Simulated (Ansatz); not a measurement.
# GeClF: functionals against CCSD(T) at one geometry

One table from this session's results is given with a row withheld; the runs are named, their logs left out.

Computed with Ansatz 0.2.0, Gaussian basis. Level: single points in def2-TZVPP.

Cores are frozen in the correlated methods. Filled d shells of the heavier atoms are correlated.

**Starting geometry**

3 atoms, charge 0, spin multiplicity 1.

Atoms are counted from 1 here; the program's logs count them from 0.

Bond lengths: F1–Ge2 1.846 Å, Ge2–Cl3 2.103 Å. Angles: F1–Ge2–Cl3 98.1°.

Geometry (Å):

```xyz
3
ClFGe
F     0.1522    1.4601    0.1989
Ge   -0.7384   -0.0212   -0.4494
Cl    0.6279   -1.4887    0.1834
```

The first run:

run/in.yaml

```yaml
crystal:
  periodic: [false, false, false]
  atoms:
    - {symbol: F, position_ang: [0.152200, 1.460100, 0.198900]}
    - {symbol: Ge, position_ang: [-0.738400, -0.021200, -0.449400]}
    - {symbol: Cl, position_ang: [0.627900, -1.488700, 0.183400]}
basis:
  gaussian: {orbitals: def2-TZVPP}
correlation: {method: ccsd_t}
output: {forces: true}
```

The command line of these runs was not kept.

Among the steps run: CCSD(T)/def2-TZVPP; PBE0-D4/def2-TZVPP; wB97M-V/def2-TZVPP; r2SCAN-D4/def2-TZVPP; PBE-D4/def2-TZVPP; r2SCAN0-D4/def2-TZVPP; CAM-B3LYP-D4/def2-TZVPP.

One of the session's tables, all rows but one given; the rest of the session is left out.

```
      method  RMS force component (eV/Å)  angle to CCSD(T) forces (°)  dipole (D)
     CCSD(T)                       1.094                    reference        2.41
     PBE0-D4                           ?                            ?           ?
     wB97M-V                       1.028                          2.9        2.53
   r2SCAN-D4                       1.021                          3.4        2.30
      PBE-D4                       0.929                         20.7        2.26
  r2SCAN0-D4                       1.128                          5.7        2.47
CAM-B3LYP-D4                       1.042                          2.4        2.57
```

Estimate the missing values for PBE0-D4.

As computed: RMS force component (eV/Å): 1.030; angle to CCSD(T) forces (°): 2.4; dipole (D): 2.45. In the column «RMS force component (eV/Å)» it lies between wB97M-V (1.028) and CAM-B3LYP-D4 (1.042).
